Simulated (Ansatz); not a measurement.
**KCl: taking an electron away**

How much energy removes an electron from KCl at fixed geometry? The cation is run at each level and the neutral's energy taken from earlier runs.

Method: unrestricted cation, the program's frozen cores in correlated methods; program: Ansatz 0.2.0, Gaussian basis.

The runs, in order: UKS PBE-D4/def2-TZVPP; UKS r2SCAN-D4/def2-TZVPP; UKS PBE0-D4/def2-TZVPP; UKS B3LYP-D4/def2-TZVPP; UKS wB97X-V/def2-TZVPP; UKS wB97M-V/def2-TZVPP; UKS B2PLYP/def2-TZVPP; UHF-CCSD(T)/def2-TZVPP; UHF-CCSD(T)/def2-QZVPP; extrapolation to the limit; then −ε(HOMO) from the neutral's earlier runs with LDA (SPW92), PBE-D4, revPBE-D4, BLYP-D4, r2SCAN-D4, B97M-V, PBE0-D4, B3LYP-D4, r2SCANh-D4, r2SCAN0-D4, HSE06-D4, BHLYP-D4, CAM-B3LYP-D4, LC-ωPBE, ωB97X-V, ωB97M-V.

**1. The geometry**

An earlier PBE0-D4 in a triple-zeta def2 set relaxation fixed the geometry.

SMILES `[Cl][K]`, 2 atoms, charge 0, spin multiplicity 1.

Atoms are counted from 1 here; the program's logs count them from 0.

Bond lengths: Cl1–K2 2.684 Å.

**2. Cation, UKS PBE-D4/def2-TZVPP**

Contents of in.yaml:

```yaml
crystal:
  periodic: [false, false, false]
  atoms:
    - {symbol: Cl, position_ang: [1.157211, -0.435628, 0.577697]}
    - {symbol: K, position_ang: [-1.127711, 0.375428, -0.573697]}
basis:
  gaussian: {orbitals: def2-TZVPP}
total_charge: 1
magnetization: {spin_polarized: true, initial_magnetization: 1}
hamiltonian: {xc: pbe, dispersion: d4}
```

Run with:

```
> ansatz run in.yaml --threads 2 --pin off --events-out ev --progress --plain --max-ram 32768MiB --backend cpu
```

The runs that follow: Cation, UKS r2SCAN-D4/def2-TZVPP; Cation, UKS PBE0-D4/def2-TZVPP; Cation, UKS B3LYP-D4/def2-TZVPP; Cation, UKS wB97X-V/def2-TZVPP; Cation, UKS wB97M-V/def2-TZVPP; Cation, UKS B2PLYP (frozen core)/def2-TZVPP; Cation, UHF-CCSD(T)/def2-TZVPP; Cation, UHF-CCSD(T)/def2-QZVPP.

Before running them: what should the planned runs give, taken together? Wanted: ionisation energy, CCSD(T)/CBS; nearest functional by difference; nearest −ε(HOMO); −ε(HOMO) of PBE; T1 of the cation.

**Answer**, as computed:

| quantity | value |
| --- | --- |
| ionisation energy, CCSD(T)/CBS | 8.81 eV |
| nearest functional by difference | B3LYP-D4 (-0.05 eV) |
| nearest −ε(HOMO) | LC-ωPBE (-0.08 eV) |
| −ε(HOMO) of PBE | 4.70 eV |
| T1 of the cation | 0.005 |

In words: By cation minus neutral, the functionals miss by 0.18 eV at most. −ε(HOMO) of PBE misses by 4.1 eV, since self-interaction lifts the level. Among orbital estimates LC-ωPBE comes nearest. Hartree-Fock falls 1.37 eV short, as the neutral has more correlation energy than the cation. Correlated methods include outer-core shells of K, which these sets cover unevenly. With outer-core shells in play the reference is unsure by up to some tenths of an eV, so close misses can't be ranked.
